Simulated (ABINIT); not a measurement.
Set up this calculation in ABINIT 10.8.3 (patched build), as the native input.

```
Task                : single point
Functional          : PBE
Potentials or basis : JTH PAW PBE v2.0
Cutoff              : 544 eV
k mesh              : 9 × 9 × 9
Occupations         : fermi-dirac, width 0.05 eV
Spin                : collinear spin, ferromagnetic start
Starting moments    : [2.5, 0.0] μB
Fine-grid cutoff    : 1088.46 eV
```

CeC:

```
CELL_PARAMETERS angstrom
0.00000 2.59607 2.59607
2.59607 0.00000 2.59607
2.59607 2.59607 0.00000
ATOMIC_POSITIONS crystal
Ce 0.00000 0.00000 0.00000
C 0.50000 0.50000 0.50000
```

The cell comes from a database or a generator and needn't be the stable form of this composition.

These files were run (other wordings do the same):

run.abi

```
# Pseudopotentials
pp_dirpath "./"
pseudos "Ce.GGA_PBE-JTH.xml, C.GGA_PBE-JTH.xml"

# Structure
acell 6.9379329136 6.9379329136 6.9379329136
rprim
     0.0000000000     0.7071067812     0.7071067812
     0.7071067812     0.0000000000     0.7071067812
     0.7071067812     0.7071067812     0.0000000000
ntypat 2
znucl 58 6
natom 2
typat 1 2
xred
     0.0000000000     0.0000000000     0.0000000000
     0.5000000000     0.5000000000     0.5000000000

# Plane-wave basis
ecut 544.227725 eV
pawecutdg 40.0
pawxcdev 0

# k points
kptopt 1
ngkpt 9 9 9
nshiftk 1
shiftk 0.0 0.0 0.0

# Exchange and correlation
ixc 11

# Bands and occupations
nband 16
occopt 3
tsmear 0.00183747

# Spin
nsppol 2
spinat
     0.0000000000     0.0000000000     2.5000000000
     0.0000000000     0.0000000000     0.0000000000

# SCF cycle
nstep 100
tolvrs 1.0e-9

# Output
iomode 3
prtwf 0
prtden 0
prteig 0
prtebands 0
enunit 2
```

Potentials or basis: JTH PAW PBE v2.0.

The run is started by

```console
$ abinit run.abi > log 2>&1
```

It gave:

```yaml
Pressure: 1.1 GPa
Band_gap_on_the_k_mesh: none (metal or under the smearing width)
Net_moment: 0.00 μB per cell
Valence_electrons_inside_the_program's_atomic_spheres: Ce 9.02; C 2.31
```

Caveat: the magnetic or orbital state may not be the lowest; spin-orbit coupling is left out, which moves the levels of the heavy elements; without U or exact exchange the open f shell lies at the Fermi level, which spoils levels, moments and volumes.

Run time: 2.3 min on 1 thread of Arm Neoverse V2, on a shared host, peak memory 0.18 GiB.
